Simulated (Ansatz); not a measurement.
# CH₅GaN₂Si: basis-set convergence

How large a basis does CH₅GaN₂Si need? Two functionals are run in growing sets.

Method: one geometry, several basis sets; program: Ansatz 0.2.0, Gaussian basis.

The runs, in order: PBE0-D4/def2-SVP; ωB97M-V/def2-SVP; PBE0-D4/def2-QZVPP; ωB97M-V/def2-QZVPP; the functionals' def2-TZVPP values are taken from earlier runs.

## (1) The relaxed structure

The geometry comes from an earlier relaxation with PBE0-D4 in a triple-zeta def2 set; it is a stationary point, not always the lowest conformer.

10 atoms, charge 0, spin multiplicity 1.

Atoms are counted from 1 here; the program's logs count them from 0.

Bond lengths: N1–C2 1.218 Å, N1–H6 1.007 Å, C2–N3 1.204 Å, N3–Si4 1.728 Å, Si4–Ga5 2.420 Å, Si4–H7 1.489 Å, Si4–H8 1.490 Å, Ga5–H9 1.573 Å, Ga5–H10 1.573 Å. Angles: C2–N1–H6 121.9°, N1–C2–N3 172.7°, C2–N3–Si4 143.3°, N3–Si4–Ga5 113.9°, N3–Si4–H7 106.9°, N3–Si4–H8 107.4°, Ga5–Si4–H7 110.2°, Ga5–Si4–H8 111.2°, H7–Si4–H8 106.9°, Si4–Ga5–H9 120.3°, Si4–Ga5–H10 121.2°, H9–Ga5–H10 118.4°.

## (2) PBE0-D4 in def2-SVP

Input file in.yaml:

```yaml
crystal:
  periodic: [false, false, false]
  atoms:
    - {symbol: N, position_ang: [0.962719, 0.790270, 2.701771]}
    - {symbol: C, position_ang: [0.858248, 0.034452, 1.751969]}
    - {symbol: N, position_ang: [0.690947, -0.810543, 0.910712]}
    - {symbol: Si, position_ang: [-0.180754, -1.171316, -0.536581]}
    - {symbol: Ga, position_ang: [-0.960449, 0.787770, -1.724851]}
    - {symbol: H, position_ang: [1.645852, 1.530184, 2.721242]}
    - {symbol: H, position_ang: [0.729681, -1.970046, -1.402488]}
    - {symbol: H, position_ang: [-1.314773, -2.061916, -0.163093]}
    - {symbol: H, position_ang: [-1.862642, 0.634191, -3.004736]}
    - {symbol: H, position_ang: [-0.568829, 2.236946, -1.253947]}
basis:
  gaussian: {orbitals: def2-SVP}
hamiltonian: {xc: pbe0, dispersion: d4}
output: {orbitals: {seedname: orbitals}}
```

Launch:

```bash
$ ansatz run in.yaml --threads 2 --pin off --events-out ev --progress --plain --max-ram 32768MiB --backend cpu
```

Output:

```text
Functional definition: PBE0
  name "PBE0"
  cite "Adamo & Barone, J. Chem. Phys. 110, 6158 (1999) doi:10.1063/1.478522"
  cite "Perdew, Burke & Ernzerhof, Phys. Rev. Lett. 77, 3865 (1996) doi:10.1103/PhysRevLett.77.3865"
  parent pbe
  parameter a = 0.25
  parameter kappa = 0.804
  parameter beta = 0.06672455060314922
  exchange = (1 - a)*pbe_x(kappa = kappa, mu = beta*pi^2/3) + a*exact_x
  correlation = pbe_c(beta = beta)
1177 factors; integrals over basis functions are off by at most 1.1e-3 eV
mean field evaluation 1: about -64320.8511 eV, gradient 5.3e1 eV
mean field evaluation 2: about -64317.3428 eV, gradient 6.6e1 eV
mean field evaluation 4: about -64326.1931 eV, gradient 2.7e0 eV
mean field evaluation 8: about -64326.3031 eV, gradient 4.5e-1 eV
mean field evaluation 16: about -64326.3036 eV, gradient 1.1e-4 eV
mean field -64326.30360004 eV, -2363.9480553670 hartree, gradient 1.8e-5 eV, S^2 0.000000; 0 other end points of the search recorded, 0 dependent functions left out
reference -64326.30363207 eV, -2363.9480565439 hartree; 35, 35 occupied and 82, 82 virtual orbitals, 1177 factors
Total energy: -64326.50429322 eV, -2363.9554307051 hartree
```

It took 2.6 s on 2 threads of AMD EPYC 7R13, shared host.

## (3) ωB97M-V in def2-SVP

Edit in.yaml of step 2 so:

```diff
@@ -15,3 +15,3 @@
   gaussian: {orbitals: def2-SVP}
-hamiltonian: {xc: pbe0, dispersion: d4}
+hamiltonian: {xc: {name: wB97M-V}}
 output: {orbitals: {seedname: orbitals}}
```

Launched as before.

Output, cut to the lines that bear on the results:

```text
Functional definition: wB97M-V
  name "wB97M-V"
  cite "Mardirossian & Head-Gordon, J. Chem. Phys. 144, 214110 (2016) doi:10.1063/1.4952647"
  cite "Becke, J. Chem. Phys. 107, 8554 (1997) doi:10.1063/1.475007"
  cite "Vydrov & Van Voorhis, J. Chem. Phys. 133, 244103 (2010) doi:10.1063/1.3521275"
  # Of w^i u^j: cxij and so on, Table III.
[...]
  gx(w, u) = 1 - cx + cx01*u + cx10*w
  gss(w, u) = css00 + css04*u^4 + css10*w + css20*w^2 + css43*w^4*u^3
  gos(w, u) = cos00 + cos10*w + (cos20 + cos21*u)*w^2 + (cos60 + cos61*u)*w^6
[...]
      + integral(e_c_pw_mod_opposite_spin*gos(b97_w_opposite, b97_u_opposite)) + vv10(b, c)
1177 factors; integrals over basis functions are off by at most 1.1e-3 eV
341 factors; integrals over basis functions are off by at most 7.7e-6 eV
[...]
mean field -64336.12166394 eV, -2364.3088625604 hartree, gradient 3.6e-5 eV, S^2 0.000000; 0 other end points of the search recorded, 0 dependent functions left out
reference -64336.12171567 eV, -2364.3088644611 hartree; 35, 35 occupied and 82, 82 virtual orbitals, 1177 factors
Total energy: -64336.12171567 eV, -2364.3088644611 hartree
```

It took 8.5 s on 2 threads of AMD EPYC 7R13, shared host.

## (4) PBE0-D4 in def2-QZVPP

Edit in.yaml of step 3 so:

```diff
@@ -14,4 +14,4 @@
 basis:
-  gaussian: {orbitals: def2-SVP}
-hamiltonian: {xc: {name: wB97M-V}}
+  gaussian: {orbitals: "def2-QZVPP.json"}
+hamiltonian: {xc: pbe0, dispersion: d4}
 output: {orbitals: {seedname: orbitals}}
```

Launch:

```bash
$ ansatz run in.yaml --threads 2 --pin off --events-out ev --progress --plain --max-ram 32768MiB --backend cuda --devices 0, --max-vram 18GiB
```

Output:

```text
Functional definition: PBE0
  name "PBE0"
  cite "Adamo & Barone, J. Chem. Phys. 110, 6158 (1999) doi:10.1063/1.478522"
  cite "Perdew, Burke & Ernzerhof, Phys. Rev. Lett. 77, 3865 (1996) doi:10.1103/PhysRevLett.77.3865"
  parent pbe
  parameter a = 0.25
  parameter kappa = 0.804
  parameter beta = 0.06672455060314922
  exchange = (1 - a)*pbe_x(kappa = kappa, mu = beta*pi^2/3) + a*exact_x
  correlation = pbe_c(beta = beta)
1788 factors; their error is unknown
mean field evaluation 1: about -64334.7385 eV, gradient 6.5e1 eV
mean field evaluation 2: about -64325.4122 eV, gradient 8.9e1 eV
mean field evaluation 4: about -64341.9479 eV, gradient 6.6e0 eV
mean field evaluation 8: about -64342.0317 eV, gradient 1.8e-1 eV
mean field evaluation 16: about -64342.1925 eV, gradient 2.6e-4 eV
mean field -64342.19251627 eV, -2364.5319622683 hartree, gradient 3.9e-5 eV, S^2 0.000000; 0 other end points of the search recorded, 0 dependent functions left out
reference -64342.19256393 eV, -2364.5319640198 hartree; 35, 35 occupied and 445, 445 virtual orbitals, 1788 factors
Total energy: -64342.39322508 eV, -2364.5393381810 hartree
```

It took 9.1 s on 1 × H100 (card shared with other runs) with 2 threads of AMD EPYC 7R13, shared host; peak host memory 1 GiB.

## (5) ωB97M-V in def2-QZVPP

Edit in.yaml of step 4 so:

```diff
@@ -15,3 +15,3 @@
   gaussian: {orbitals: "def2-QZVPP.json"}
-hamiltonian: {xc: pbe0, dispersion: d4}
+hamiltonian: {xc: {name: wB97M-V}}
 output: {orbitals: {seedname: orbitals}}
```

Same command.

Output, cut to the lines that bear on the results:

```text
Functional definition: wB97M-V
  name "wB97M-V"
  cite "Mardirossian & Head-Gordon, J. Chem. Phys. 144, 214110 (2016) doi:10.1063/1.4952647"
  cite "Becke, J. Chem. Phys. 107, 8554 (1997) doi:10.1063/1.475007"
  cite "Vydrov & Van Voorhis, J. Chem. Phys. 133, 244103 (2010) doi:10.1063/1.3521275"
  # Of w^i u^j: cxij and so on, Table III.
[...]
  gx(w, u) = 1 - cx + cx01*u + cx10*w
  gss(w, u) = css00 + css04*u^4 + css10*w + css20*w^2 + css43*w^4*u^3
  gos(w, u) = cos00 + cos10*w + (cos20 + cos21*u)*w^2 + (cos60 + cos61*u)*w^6
[...]
      + integral(e_c_pw_mod_opposite_spin*gos(b97_w_opposite, b97_u_opposite)) + vv10(b, c)
1763 factors; their error is unknown
395 factors; integrals over basis functions are off by at most 1.3e-5 eV
[...]
mean field -64352.10962908 eV, -2364.8964094420 hartree, gradient 5.0e-5 eV, S^2 0.000000; 0 other end points of the search recorded, 0 dependent functions left out
reference -64352.10970540 eV, -2364.8964122468 hartree; 35, 35 occupied and 445, 445 virtual orbitals, 1763 factors
Total energy: -64352.10970540 eV, -2364.8964122468 hartree
```

Run time: 8 s. Hardware: 1 × H100 (card shared with other runs) with 2 threads of AMD EPYC 7R13, shared host; peak host memory 1.1 GiB.

## (6) Density functionals: the series

The def2-TZVPP values come from earlier runs at the same geometry.

| functional | basis | functions | energy (eV) | from the largest (eV) | HOMO (eV) | LUMO (eV) |
| --- | --- | --- | --- | --- | --- | --- |
| PBE0-D4 | def2-SVP | 117 | -64326.5043 | 15.889 | -6.99 | -2.23 |
| PBE0-D4 | def2-TZVPP | 253 | -64340.7155 | 1.678 | -7.09 | -2.25 |
| PBE0-D4 | def2-QZVPP | 480 | -64342.3932 | 0.000 | -7.11 | -2.27 |
| ωB97M-V | def2-SVP | 117 | -64336.1217 | 15.988 | -8.99 | -0.48 |
| ωB97M-V | def2-TZVPP | 253 | -64350.4963 | 1.613 | -9.12 | -0.53 |
| ωB97M-V | def2-QZVPP | 480 | -64352.1097 | 0.000 | -9.14 | -0.63 |

## (7) What came out

| quantity | value |
| --- | --- |
| PBE0-D4: double and triple zeta above quadruple | 15.89, 1.68 eV |
| ωB97M-V: double and triple zeta above quadruple | 15.99, 1.61 eV |

In words: For PBE0-D4 the step from double to triple zeta gains 14.21 eV and the next only 1.68 eV. Total energies overstate the basis error of differences, where much of it tends to cancel.
